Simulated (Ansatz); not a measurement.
# PtSeO: the cost of one run

Code: Ansatz 0.2.0. PAW datasets, plane waves. These are computed values for a spin-unpolarised cell that may be hypothetical; none is a measurement.

## Step 1: The cell

The unstrained cell was relaxed with r2SCAN; in each strained cell the atoms were relaxed again with r2SCAN. Names of k-points are those of the unstrained zone, where strain can split equivalent points. First state: -3.0 % shear in the xy plane.

The sheet's in-plane cell has a = 3.438 Å, b = 3.483 Å (γ = 121.3°), and its outermost atoms lie 2.25 Å apart along the normal. Around Pt lie 3 O at 2.18–2.22 Å and 3 Se at 2.38 Å; around O lie 3 Pt at 2.18–2.22 Å; around Se lie 3 Pt at 2.38 Å.

The structure in full:

```cif
data_structure
_symmetry_space_group_name_H-M 'P 1'
_symmetry_Int_Tables_number 1
_cell_length_a 3.4383
_cell_length_b 3.4827
_cell_length_c 29.2964
_cell_angle_alpha 90.000
_cell_angle_beta 90.000
_cell_angle_gamma 121.284
_cell_volume 299.80
loop_
_atom_site_label
_atom_site_type_symbol
_atom_site_fract_x
_atom_site_fract_y
_atom_site_fract_z
_atom_site_occupancy
Pt1 Pt 0.99800 0.00007 0.31146 1
O1 O 0.32967 0.66644 0.34348 1
Se1 Se 0.67233 0.33350 0.26667 1
```
Two periodic directions, a and b.

From earlier runs on the unstrained cell: PBE 0.81 eV, r2SCAN 1.01 eV, HSE06 1.86 eV; a = 3.438 Å.

## Step 2: -3.0 % shear in the xy plane: PBE

input.yaml

```yaml
crystal:
  lattice:
    - [3.4379092311, -0.0515686385, 0.0]
    - [-1.7636143665, 3.0031010492, 0.0]
    - [0.0, 0.0, 29.296376212]
  atoms:
    - { symbol: Pt, position: [-0.0020011164, 6.54306e-05, 0.3114576785] }
    - { symbol: O, position: [0.3296737418, 0.6664372595, 0.3434831401] }
    - { symbol: Se, position: [0.6723273746, 0.3334973099, 0.2666748722] }
  periodic: [true, true, false]
kpoints:
  mp_grid: { grid: [12, 12, 1] }
  band_path:
    path:
      - [0.0, 0.0, 0.0]
      - [0.5, 0.0, 0.0]
      - [0.3333333333, 0.3333333333, 0.0]
      - [0.140625, 0.119792, 0.0]
      - [0.333333, 0.335938, 0.0]
    npoints: 1
hamiltonian:
  xc: pbe
scf:
  occupations: { method: fermi_dirac, width: 0.02 }
  n_extra_bands: 4
output:
  forces: true
  stress: true
  eigenvalues: true
  write_density: true
  write_potential: true
  elf: true
  volumetric_format: npy
```

The run is started by

```
$ ansatz run input.yaml --threads 4 --pin off --max-ram 5529MiB --backend cpu --events-out ev --progress --plain --runs-dir out
```

Q: Estimate wall time and peak memory on 4 threads of AMD EPYC 7R43 (Zen 3), shared host.

About 14 s, with a peak of 0.9 GiB.
